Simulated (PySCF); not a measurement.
**KP: from the state search to spectroscopic constants**

An exercise on one series of results from a longer session: the logs are not shown, and one member is left open.

Program: PySCF 2.14.0. Level of theory: K jorge-DZP-DKH, P jorge-DZP-DKH, spin-free X2C with a Gaussian nucleus. These are calculated values, not measurements.

Set-up of the first run:

Settings of the job:

```json
{"atoms": "K, P", "charge": "0", "basis": "K jorge-DZP-DKH, P jorge-DZP-DKH", "Hamiltonian": "spin-free X2C with a Gaussian nucleus", "basis functions": "55", "electrons treated": "34", "masses in u": "38.9637, 30.9738", "levels": "PBE0, PBE, r²SCAN, M06-2X, TPSS, PBEsol, HF, MP2, SCS-MP2, CCSD, CCSD(T)", "grid": "80 radial by 434 angular points", "occupations": "held fixed by the projection of orbital angular momentum", "dissociation limit": "K + P, each in its ground configuration", "starting distance in angstrom": "3.010", "values of 2S to try": "0, 2, 4"}
```

Run with:

```bash
$ OMP_NUM_THREADS=1 python dia.py task.json out
```

Steps of the session up to this table: Input; The PBE0 curve of the state that the search chose; Other states along the same grid; PBE (GGA); r²SCAN (meta-GGA); M06-2X; TPSS; PBEsol; ROHF; MP2 and coupled cluster.

One of the session's tables, all rows but one given; the rest of the session is left out.

It belongs to the step «The curves together». Energy (eV) from each level's lowest point:

```
R (Å)   ROHF  ROHF-MP2  ROHF-SCS-MP2  ROHF-CCSD  ROHF-CCSD(T)
2.682  0.496     0.481         0.485        n/a           n/a
2.807  0.232     0.227         0.230      0.244         0.251
2.932  0.083     0.082         0.083      0.095         0.101
3.025  0.024     0.024         0.025      0.034         0.038
3.119      ?         ?             ?          ?             ?
3.213  0.002     0.001         0.000      0.000         0.000
3.337  0.036     0.031         0.029      0.021         0.017
3.493  0.114     0.103         0.099      0.077         0.068
3.680  0.240     0.220         0.214      0.169         0.153
3.930  0.438     0.405         0.394        n/a           n/a
```

Estimate the missing values for R (Å) = 3.119.

Worked estimate for «ROHF». A straight line through the neighbours (3.025, 0.024) and (3.213, 0.002) gives 0.024 + (0.002 − 0.024) × (3.119 − 3.025) / (3.213 − 3.025) = 0.013; a parabola fitted to 4 rows on both sides gives 0.000.

As computed: ROHF: 0.000; ROHF-MP2: 0.000; ROHF-SCS-MP2: 0.000; ROHF-CCSD: 0.005; ROHF-CCSD(T): 0.007. In «ROHF» the line misses by +0.013 and the parabola by 0.000.
